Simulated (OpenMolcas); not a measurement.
# SnHCl3O (SMILES [OH][Sn]([Cl])([Cl])[Cl]) at 5 levels

We compute a comparison of 5 runs (HF/def2-SVP, BHLYP/def2-SVP, r2SCAN/def2-SVP, revPBE/def2-SVP, CCSD(T)/def2-SVP) of SnHCl3O. 

Program for the calculation: OpenMolcas 26.06.

### 1 The system as given

SnHCl3O: 6 atoms, total charge 0, spin state singlet. SMILES: `[OH][Sn]([Cl])([Cl])[Cl]`. The coordinates come from a PBE0-D4/def2-TZVP relaxation.

Bond lengths: O1–Sn2 1.932 Å, Sn2–Cl3 2.281 Å, Sn2–Cl4 2.296 Å, Sn2–Cl5 2.296 Å, O1–H6 0.962 Å. Angles: O1–Sn2–Cl3 106.3°, O1–Sn2–Cl4 110.7°, O1–Sn2–Cl5 110.6°, Cl3–Sn2–Cl4 110.5°, Cl3–Sn2–Cl5 110.6°, Cl4–Sn2–Cl5 108.2°, Sn2–O1–H6 113.2°.

### 2 Energy and forces at HF/def2-SVP (core potential) (run 1)

The input, test.input:

```
* Cl3HOSn Hartree-Fock
>>> EXPORT MOLCAS_PRINT=2
&GATEWAY
BasLib=$CurrDir
Coord
6
angstrom
O       -0.674300       0.477500       1.363600
Sn       0.251900      -0.201000      -0.189900
Cl       1.931200      -1.529700       0.595300
Cl      -1.175400      -1.411300      -1.519500
Cl       1.105000       1.525900      -1.439200
H       -1.396100       1.074500       1.143600
Basis=def2-SVP
Group=NoSym
&SEWARD
&SCF
Thresholds=1e-10 1e-07 1e-07 1e-05
PrOrbitals=1 2
&ALASKA
```

The basis set def2-SVP is read from a file made from the Basis Set Exchange's data (not shown).

Started as:

```bash
$ export MOLCAS_MEM=1860
$ pymolcas test.input > test.log
```

The program printed:

```text
--- Start Module: gateway ---
[...]
--- Stop Module: gateway /rc=_RC_ALL_IS_WELL_ ---
[...]
      Basis functions           99
[...]
--- Start Module: scf ---
[...]
       Convergence after  13 Iterations
[...]
::    Total SCF energy                              -1666.9435685276
[...]
      Total spin, S                                     0.0000000000
[...]
      Total electronic charge=   82.000000
      Total            charge=   -0.000000
[...]
      Dipole Moment (debye):
      Origin of the operator (angstrom)=    0.3436   -0.2682   -0.3410
                   X= -1.2221E+00               Y=  1.0076E+00               Z= -2.6510E-01           Total=  1.6060E+00
      Quadrupole Moment (debye*angstrom):
[...]
--- Stop Module: scf /rc=_RC_ALL_IS_WELL_ ---
[...]
--- Start Module: alaska ---
[...]
 *              Molecular gradients               *
 **************************************************
  Irreducible representation: a
 ------------------------------------------------------------------------------------------
                              X                       Y                       Z
 ------------------------------------------------------------------------------------------
  O1                1.51403200666378E-02   -1.26663320196405E-02    7.74891071172235E-03
  SN2               1.07731197049477E-03   -5.64623609126791E-04   -4.86978669912386E-03
  CL3              -7.45227889761324E-03    5.84046846271846E-03   -2.70711281131497E-03
  CL4               4.94384963436190E-03    3.80506987911389E-03    4.29059752480399E-03
  CL5              -2.58619578818298E-03   -5.86229652665082E-03    3.99286309237112E-03
  H6               -1.11230069856409E-02    9.44771381364795E-03   -8.45547181844075E-03
 ------------------------------------------------------------------------------------------
[...]
```

It took 11 s on 1 thread of Intel Xeon 6975P-C (Granite Rapids), shared host; peak memory 0.55 GiB.

### 3 Energy and gradient at BHLYP/def2-SVP (core potential) (run 2)

The input, run.input:

```
* Cl3HOSn Kohn-Sham DFT
>>> EXPORT MOLCAS_PRINT=2

&GATEWAY
 BasLib = $CurrDir
 Coord
 6
 angstrom
 O       -0.674300       0.477500       1.363600
 Sn       0.251900      -0.201000      -0.189900
 Cl       1.931200      -1.529700       0.595300
 Cl      -1.175400      -1.411300      -1.519500
 Cl       1.105000       1.525900      -1.439200
 H       -1.396100       1.074500       1.143600
 Basis = def2-SVP
 Group = NoSym

&SEWARD
 GridInput
 Grid=UltraFine
 End of Grid

&SCF
 KSDFT = HYB_GGA_XC_BHANDHLYP
 Thresholds = 1e-10 1e-07 1e-07 1e-05
 PrOrbitals = 1

&ALASKA
```

The basis set def2-SVP is read from a file made from the Basis Set Exchange's data (not shown).

Started as:

```bash
$ export MOLCAS_MEM=1860
$ pymolcas run.input > run.log
```

The program printed:

```text
--- Start Module: gateway ---
[...]
--- Stop Module: gateway /rc=_RC_ALL_IS_WELL_ ---
[...]
      Basis functions           99
[...]
--- Start Module: scf ---
[...]
       Convergence after  14 Iterations
[...]
::    Total KS-DFT energy                           -1670.2598673253
[...]
      Total spin, S                                     0.0000000000
[...]
      Total electronic charge=   82.000000
      Total            charge=   -0.000000
[...]
      Dipole Moment (debye):
      Origin of the operator (angstrom)=    0.3436   -0.2682   -0.3410
                   X= -1.1798E+00               Y=  9.6908E-01               Z= -1.7692E-01           Total=  1.5370E+00
      Quadrupole Moment (debye*angstrom):
[...]
--- Stop Module: scf /rc=_RC_ALL_IS_WELL_ ---
[...]
--- Start Module: alaska ---
[...]
 *              Molecular gradients               *
 **************************************************
  Irreducible representation: a
 ------------------------------------------------------------------------------------------
                              X                       Y                       Z
 ------------------------------------------------------------------------------------------
  O1                7.80831770555590E-03   -6.25107814204107E-03   -2.19799724751724E-03
  SN2               5.41985301226955E-04   -3.39605288591116E-04   -6.31080925626470E-04
  CL3              -7.14897804794390E-03    5.59567868732458E-03   -3.12094255137652E-03
  CL4               5.16881431460448E-03    4.27763125310321E-03    4.68915048923080E-03
  CL5              -3.00669722898661E-03   -6.17017732037084E-03    4.35465745175279E-03
  H6               -3.36344204438799E-03    2.88755081060366E-03   -3.09378721649423E-03
 ------------------------------------------------------------------------------------------
[...]
```

Run time: 21 s. Hardware: 1 thread of Intel Xeon 6975P-C (Granite Rapids), shared host; peak memory 0.55 GiB.

Runs 3 to 4 aren't shown in full; the table further down has their settings and results.

### 4 A single-point energy at CCSD(T)/def2-SVP (Cholesky decomposition, core potential) (run 5)

The input, job.input:

```
* Cl3HOSn CCSD(T)

&GATEWAY
  BASLIB = $CurrDir
  BASISSET
  O.def2-SVP....
  O1 -0.674300 0.477500 1.363600 angstrom
  End of Basis
  BASISSET
  Sn.def2-SVP....
  Sn2 0.251900 -0.201000 -0.189900 angstrom
  End of Basis
  BASISSET
  Cl.def2-SVP....
  Cl3 1.931200 -1.529700 0.595300 angstrom
  Cl4 -1.175400 -1.411300 -1.519500 angstrom
  Cl5 1.105000 1.525900 -1.439200 angstrom
  End of Basis
  BASISSET
  H.def2-SVP....
  H6 -1.396100 1.074500 1.143600 angstrom
  End of Basis

&SEWARD
  HIGH

&SCF
  THRESHOLDS = 1e-10 1e-07 1e-07 1e-05
  PRORBITALS = 1 2

&CHCC
  FROZEN = 20
  THRESHOLD = 1e-08
  MAXITERATIONS = 80

&CHT3
  FROZEN = 20
```

The basis set def2-SVP is read from a file made from the Basis Set Exchange's data (not shown).

Started as:

```bash
$ export MOLCAS_MEM=1860
$ pymolcas job.input > job.log
```

The program printed:

```text
--- Start Module: gateway ---
[...]
--- Stop Module: gateway /rc=_RC_ALL_IS_WELL_ ---
[...]
      Basis functions           99
[...]
       Convergence after  13 Iterations
[...]
::    Total SCF energy                              -1666.9435682892
[...]
      Total spin, S                                     0.0000000000
[...]
      Total electronic charge=   82.000000
      Total            charge=   -0.000000
[...]
      Dipole Moment (debye):
      Origin of the operator (angstrom)=    0.3436   -0.2682   -0.3410
                   X= -1.2221E+00               Y=  1.0076E+00               Z= -2.6510E-01           Total=  1.6060E+00
      Quadrupole Moment (debye*angstrom):
[...]
--- Start Module: chcc ---
[...]
--- Stop Module: chcc /rc=_RC_ALL_IS_WELL_ ---
[...]
--- Start Module: cht3 ---
[...]
--- Stop Module: cht3 /rc=_RC_ALL_IS_WELL_ ---
[...]
```

Run time: 3.1 min. Hardware: 1 thread of Intel Xeon 6975P-C (Granite Rapids), shared host; peak memory 0.15 GiB.

### 5 The series

```csv
run,level,integration grid,integral approximation,energy (Eh),dipole moment (D) of the reference,HOMO energy (eV),LUMO energy (eV),wall time
1,HF/def2-SVP (core potential),–,none,-1666.943569,1.61,-12.95,1.26,11 s
2,BHLYP/def2-SVP (core potential),UltraFine,none,-1670.259867,1.54,-10.72,-1.59,21 s
3,r2SCAN/def2-SVP (core potential),UltraFine,none,-1670.331348,1.59,-8.23,-3.43,29 s
4,revPBE/def2-SVP (core potential),UltraFine,none,-1670.128112,1.52,-7.66,-3.43,24 s
5,"CCSD(T)/def2-SVP (Cholesky decomposition, core potential)",–,CD high,-1667.685554,1.61,-12.95,1.26,3.1 min
```

### 6 Outcome

```
                                           quantity           value
                                run 5: total energy  -1667.68555 Eh
          run 5: dipole moment (mean-field density)          1.61 D
         run 5: HOMO energy (Hartree–Fock orbitals)       -12.95 eV
         run 5: LUMO energy (Hartree–Fock orbitals)         1.26 eV
       run 5: HOMO–LUMO gap (Hartree–Fock orbitals)        14.21 eV
run 5: correlation energy (20 core orbitals frozen)      -742.0 mEh
                              run 5: (T) correction      -16.63 mEh
```

**Reading.** Over runs 1, 2, 3, 4 the dipole moment (its size) runs from 1.52 D (revPBE/def2-SVP) to 1.61 D (HF/def2-SVP). Over runs 1, 2, 3, 4 the HOMO–LUMO gap runs from 4.24 eV (revPBE/def2-SVP) to 14.21 eV (HF/def2-SVP). Exact exchange widens orbital gaps. Totals of different functionals can't be ranked against each other. All runs together took 4.5 min, the longest 3.1 min.
